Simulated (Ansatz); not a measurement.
The system is In3As.

```
In As
1.0
     4.67168    0.00000    0.00000
     0.00000    4.67168    0.00000
     0.00000    0.00000    4.67168
In As
3 1
Direct
  0.50000 0.50000 0.00000
  0.50000 0.00000 0.50000
  0.00000 0.50000 0.50000
  0.00000 0.00000 0.00000
```

The cell comes from a database or a generator and needn't be the stable form of this composition.

Base run:

| Quantity | Value |
| --- | --- |
| Program | Ansatz 0.2.0 |
| Functional | PBEsol |
| Potentials or basis | Ansatz PAW |
| Cutoff | 420 eV |
| Density cutoff | 1680 eV |
| k mesh | 6 × 6 × 6 |
| Occupations | fermi-dirac, width 0.05 eV |
| Spin | no spin polarisation |

Its results: band gap on the k mesh none (metal or under the smearing width); pressure -2.4 GPa.

Question: The run is repeated on the same cell with these changes: functional from PBEsol to PBE. What comes out?

Answer: Band gap on the k mesh none (metal or under the smearing width); pressure 0.6 GPa.

PBE binds less tightly than PBEsol, so the same cell stands under more pressure.

Caveats: the PAW data sets come from PBE, with cores solved anew for the run's functional, which leaves a small shift of forces and pressure (some runs).

Not every run made on this cell is shown here.
